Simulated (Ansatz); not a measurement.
# CH7AlSi2: one species, many methods

One table from this session's results is given with a row withheld; the runs are named, their logs left out.

Method: functionals in def2-TZVPP, the program's frozen cores in correlated methods; program: Ansatz 0.2.0, Gaussian basis.

Plan: LDA (SPW92), PBE-D4, revPBE-D4, BLYP-D4, r2SCAN-D4, B97M-V, PBE0-D4, B3LYP-D4, r2SCANh-D4, r2SCAN0-D4, HSE06-D4, BHLYP-D4, CAM-B3LYP-D4, LC-ωPBE, ωB97X-V, ωB97M-V, B2PLYP, PBE-QIDH; CCSD(T)/def2-SVP; CCSD(T)/def2-TZVPP; MP2/def2-QZVPP; extrapolation to the limit; RPA on PBE.

**The geometry**

The geometry comes from an earlier relaxation with PBE0-D4 in a triple-zeta def2 set; it is a stationary point, not always the lowest conformer.

SMILES `[AlH2][SiH]1C[SiH2]1`, 11 atoms, charge 0, spin multiplicity 1.

Atoms are counted from 1 here; the program's logs count them from 0.

Bond lengths: Al1–Si2 2.400 Å, Al1–H5 1.585 Å, Al1–H6 1.586 Å, Si2–C3 1.901 Å, Si2–Si4 2.410 Å, Si2–H7 1.503 Å, C3–Si4 1.875 Å, C3–H8 1.087 Å, C3–H9 1.087 Å, Si4–H10 1.484 Å, Si4–H11 1.478 Å. Angles: Si2–Al1–H5 114.0°, Si2–Al1–H6 119.7°, H5–Al1–H6 124.0°, Al1–Si2–C3 111.3°, Al1–Si2–Si4 69.8°, Al1–Si2–H7 110.3°, C3–Si2–Si4 49.9°, C3–Si2–H7 102.6°, Si4–Si2–H7 92.4°, Si2–C3–Si4 79.3°, Si2–C3–H8 115.5°, Si2–C3–H9 115.3°, Si4–C3–H8 117.0°, Si4–C3–H9 113.8°, H8–C3–H9 112.2°, Si2–Si4–C3 50.8°, Si2–Si4–H10 126.5°, Si2–Si4–H11 118.7° and more.

As a file:

```xyz
11

Al   -1.5999    1.2233   -0.0850
Si    0.4267    0.7547    1.1122
C     1.6393   -0.2528    0.0498
Si    0.0028   -0.9749   -0.5121
H    -2.9083    1.1471    0.8064
H    -1.5304    1.9353   -1.5004
H     0.1506   -0.1710    2.2631
H     2.3072   -0.9115    0.5981
H     2.1596    0.3096   -0.7219
H    -0.2665   -0.7809   -1.9581
H    -0.3158   -2.3362   -0.0314
```

The first run:

Contents of in.yaml:

```yaml
crystal:
  periodic: [false, false, false]
  atoms:
    - {symbol: Al, position_ang: [-1.599916, 1.223285, -0.084994]}
    - {symbol: Si, position_ang: [0.426674, 0.754683, 1.112202]}
    - {symbol: C, position_ang: [1.639302, -0.252772, 0.049770]}
    - {symbol: Si, position_ang: [0.002838, -0.974851, -0.512114]}
    - {symbol: H, position_ang: [-2.908315, 1.147138, 0.806440]}
    - {symbol: H, position_ang: [-1.530370, 1.935340, -1.500394]}
    - {symbol: H, position_ang: [0.150596, -0.170981, 2.263052]}
    - {symbol: H, position_ang: [2.307158, -0.911549, 0.598136]}
    - {symbol: H, position_ang: [2.159558, 0.309601, -0.721906]}
    - {symbol: H, position_ang: [-0.266490, -0.780864, -1.958145]}
    - {symbol: H, position_ang: [-0.315837, -2.336230, -0.031448]}
basis:
  gaussian: {orbitals: def2-TZVPP}
hamiltonian: {xc: lda}
output: {orbitals: {seedname: orbitals}}
```

On the command line:

```
$ ansatz run in.yaml --threads 2 --pin off --events-out ev --progress --plain --max-ram 4352MiB
```

Steps of the session up to this table: LDA; PBE-D4 (GGA); revPBE-D4 (GGA); BLYP-D4 (GGA); r2SCAN-D4 (meta-GGA); B97M-V (meta-GGA); PBE0-D4 (hybrid); B3LYP-D4 (hybrid); r2SCANh-D4 (hybrid); r2SCAN0-D4 (hybrid); HSE06-D4 (hybrid); BHLYP-D4 (hybrid); CAM-B3LYP-D4 (range-separated); LC-ωPBE (range-separated); ωB97X-V (range-separated); ωB97M-V (range-separated); B2PLYP (double hybrid); PBE-QIDH (double hybrid).

One table of the session follows, with a row left open; its other results are not shown here.

It belongs to the step «Orbital energies across the functionals». 

| functional | HOMO (eV) | LUMO (eV) | gap (eV) |
| --- | --- | --- | --- |
| LDA (SPW92) | -5.99 | -2.87 | 3.12 |
| PBE-D4 | -5.88 | -2.72 | 3.17 |
| revPBE-D4 | -5.84 | -2.65 | 3.18 |
| BLYP-D4 | ? | ? | ? |
| r2SCAN-D4 | -6.06 | -2.60 | 3.46 |
| B97M-V | -6.13 | -2.68 | 3.45 |
| PBE0-D4 | -6.75 | -2.00 | 4.75 |
| B3LYP-D4 | -6.55 | -2.14 | 4.41 |
| r2SCANh-D4 | -6.38 | -2.33 | 4.04 |
| r2SCAN0-D4 | -6.86 | -1.94 | 4.92 |
| HSE06-D4 | -6.37 | -2.36 | 4.00 |
| BHLYP-D4 | -7.45 | -1.14 | 6.31 |
| CAM-B3LYP-D4 | -7.83 | -0.99 | 6.83 |
| LC-ωPBE | -9.03 | -0.07 | 8.96 |
| ωB97X-V | -8.75 | -0.10 | 8.65 |
| ωB97M-V | -8.59 | -0.26 | 8.33 |

Estimate the missing values for BLYP-D4.

Worked estimate for «HOMO (eV)». Against the share of exact exchange, B3LYP-D4 (0.2, -6.55), BHLYP-D4 (0.5, -7.45) give a slope of -3.00 per unit share; at 0 the line stands at -5.95.

As computed: HOMO (eV): -5.69; LUMO (eV): -2.55; gap (eV): 3.14. In «HOMO (eV)» the line misses by -0.26.
